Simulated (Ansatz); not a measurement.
Crystal: CsLiCr2Te2S3.

```
Cs Li Cr Te S
1.0
     3.60358    0.00000    0.00000
    -1.80179    3.12079    0.00000
     0.00000    0.00000   19.06651
Cs Li Cr Te S
1 1 2 2 3
Direct
  0.00000 0.00000 0.37399
  0.66667 0.33333 0.01607
  0.00000 0.00000 0.86637
  0.33333 0.66667 0.16833
  0.33333 0.66667 0.53891
  0.66667 0.33333 0.77276
  0.00000 0.00000 0.10030
  0.33333 0.66667 0.92920
  0.66667 0.33333 0.23408
```

The cell was built by a generator and needn't be a form met in nature.

| Property | Result |
| --- | --- |
| Program | Ansatz 0.2.0 |
| Task | relaxation of cell and atoms |
| Functional | r2SCAN |
| Potentials or basis | Ansatz PAW |
| Cutoff | 500 eV (not typed: the program's choice for these potentials) |
| k mesh | 6 × 6 × 1 |
| Occupations | fermi-dirac, width 0.05 eV |
| Spin | collinear spin, ferromagnetic start |
| Starting moments | [0.0, 0.0, 3.0, 3.0, 0.0, 0.0, 0.0, 0.0, 0.0] μB |

At the start: volume 23.82 Å³/atom.

Task: How do energy, volume and symmetry change on relaxing?

Result: It ends after 6 steps and the volume is 23.29 Å³/atom (-2.2 %); space group P3m1 (No. 156, to 0.05 Å); moment 5.96 μB per cell.

The path:
| step | energy change (eV) | largest force (eV/Å) | volume (Å³) |
| --- | --- | --- | --- |
| 1 | 0.0000 | 0.2815 | 214.42 |
| 2 | -0.0125 | 0.1338 | 210.61 |
| 3 | -0.0183 | 0.0450 | 210.61 |
| 4 | -0.0195 | 0.0198 | 209.62 |
| 5 | -0.0195 | 0.0044 | 209.65 |
| 6 | -0.0187 | 0.0044 | 209.65 |

Final structure:
```yaml
crystal:
  lattice:
    - [3.59847, 0.00000, 0.00000]
    - [-1.79923, 3.11637, 0.00000]
    - [0.00000, 0.00000, 18.69494]
  atoms:
    - { symbol: Cs, position: [0.00000, 0.00000, 0.37972] }
    - { symbol: Li, position: [0.66667, 0.33333, 0.01336] }
    - { symbol: Cr, position: [0.00000, 0.00000, 0.85914] }
    - { symbol: Cr, position: [0.33333, 0.66667, 0.17027] }
    - { symbol: Te, position: [0.33333, 0.66667, 0.54910] }
    - { symbol: Te, position: [0.66667, 0.33333, 0.76358] }
    - { symbol: S, position: [0.00000, 0.00000, 0.10072] }
    - { symbol: S, position: [0.33333, 0.66667, 0.92577] }
    - { symbol: S, position: [0.66667, 0.33333, 0.23834] }
```

Caveat: the magnetic or orbital state may not be the lowest; the plane-wave basis is chosen anew once the cell has moved, so the energies of steps on either side of that aren't comparable; only a ferromagnetic start was run, and an antiferromagnetic order may lie lower in energy; the PAW data sets come from PBE, with cores solved anew for the run's functional, which leaves a small shift of forces and pressure.
